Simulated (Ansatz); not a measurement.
# Si: the cost of one run

Computed with Ansatz 0.2.0 (DFT PBE, scalar-relativistic, plane waves, PAW, unless a step's input says otherwise).

### 1 The system as given

Symmetry: Fd-3m, No. 227, cubic system. Conventional cell: a = 5.430 Å, b = 5.430 Å, c = 5.430 Å, α = 90.00°, β = 90.00°, γ = 90.00°. Si (site symmetry -43m) has 4 Si at 2.35 Å as nearest neighbours.

As a file:

```
Si
1.0
     0.00000    2.71500    2.71500
     2.71500    0.00000    2.71500
     2.71500    2.71500    0.00000
Si
2
Direct
  0.00000 0.00000 0.00000
  0.25000 0.25000 0.25000
```

### 2 Relaxing cell and atoms: Si, no spin

input.yaml reads:

```yaml
crystal:
  lattice:
    - [0.0, 2.715, 2.715]
    - [2.715, 0.0, 2.715]
    - [2.715, 2.715, 0.0]
  atoms:
    - { symbol: Si, position: [0.0, 0.0, 0.0] }
    - { symbol: Si, position: [0.25, 0.25, 0.25] }
scf:
  occupations: { method: gaussian, width: 0.01 }
output:
  forces: true
  stress: true
  eigenvalues: true
  write_density: true
  write_potential: true
  elf: true
  volumetric_format: npy
hamiltonian:
  xc: pbe
kpoints:
  mp_grid: { grid: [10, 10, 10] }
relax:
  f_tol: 0.005
  cell: { stress_tol: 0.02 }
```

The run is started by

```sh
$ ansatz run input.yaml --threads 4 --pin off --max-ram 14336MiB --backend cpu --events-out ev --progress --plain --runs-dir out
```

What time and memory should one allow on 4 threads of Intel Xeon 6975P-C (Granite Rapids), shared host?

About 1.3 s, with a peak of 0.38 GiB.
